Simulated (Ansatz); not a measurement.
# C2H7GeIn: the cost of one run

Program: Ansatz 0.2.0, Gaussian basis. Level of theory: the settings change from run to run. These are calculated values, not measurements.

## Step 1: The molecule

The structure was relaxed beforehand with PBE0-D4 in a triple-zeta def2 set. In takes a core potential in def2 sets; no spin-orbit term is included.

11 atoms, charge 0, spin multiplicity 1.

Atoms are counted from 1 here; the program's logs count them from 0.

Bond lengths: C1–C2 1.335 Å, C1–H5 1.093 Å, C1–H6 1.091 Å, C2–In3 2.240 Å, C2–H7 1.093 Å, Ge4–H8 1.547 Å, Ge4–H9 1.531 Å, Ge4–H10 1.537 Å, Ge4–H11 1.531 Å. Angles: C2–C1–H5 122.2°, C2–C1–H6 123.8°, H5–C1–H6 114.0°, C1–C2–In3 116.6°, C1–C2–H7 116.3°, In3–C2–H7 127.1°, H8–Ge4–H9 109.4°, H8–Ge4–H10 107.6°, H8–Ge4–H11 108.8°, H9–Ge4–H10 109.9°, H9–Ge4–H11 111.0°, H10–Ge4–H11 110.1°.

Coordinates:

```
C    -1.6603    1.0660   -0.4655
C    -0.3882    1.4184   -0.6645
In    0.6258    0.5421   -2.4593
Ge    1.1712   -1.3989    0.8809
H    -2.1778    0.3608   -1.1204
H    -2.2754    1.4466    0.3512
H     0.0337    2.1320    0.0477
H     1.5901   -1.2072   -0.5958
H     1.3859   -0.0888    1.6439
H     2.0593   -2.5035    1.4764
H    -0.2988   -1.8243    0.9257
```

## Step 2: r2SCAN/def2-SVPD

This run has D3(BJ) dispersion, high accuracy, the search for lower states set to light.

The input, in.yaml:

```yaml
crystal:
  periodic: [false, false, false]
  atoms:
    - {symbol: C, position_ang: [-1.660344, 1.066037, -0.465466]}
    - {symbol: C, position_ang: [-0.388208, 1.418447, -0.664475]}
    - {symbol: In, position_ang: [0.625806, 0.542112, -2.459339]}
    - {symbol: Ge, position_ang: [1.171193, -1.398887, 0.880895]}
    - {symbol: H, position_ang: [-2.177816, 0.360783, -1.120353]}
    - {symbol: H, position_ang: [-2.275422, 1.446569, 0.351184]}
    - {symbol: H, position_ang: [0.033670, 2.131969, 0.047735]}
    - {symbol: H, position_ang: [1.590071, -1.207160, -0.595832]}
    - {symbol: H, position_ang: [1.385862, -0.088846, 1.643914]}
    - {symbol: H, position_ang: [2.059250, -2.503498, 1.476362]}
    - {symbol: H, position_ang: [-0.298764, -1.824326, 0.925676]}
basis:
  gaussian: {orbitals: def2-SVPD}
hamiltonian: {xc: {name: r2SCAN}, dispersion: d3bj}
accuracy: high
scf: {lower_state_search: light}
output: {forces: true}
```

The run is started by

```sh
$ ansatz run in.yaml --threads 4 --pin off --events-out ev --progress --plain --max-ram 10444MiB
```

**Question.** How long does this run take on 4 threads of Arm Neoverse N1, shared host, and how much memory does it need?

About 28 s, with a peak of 0.87 GiB.
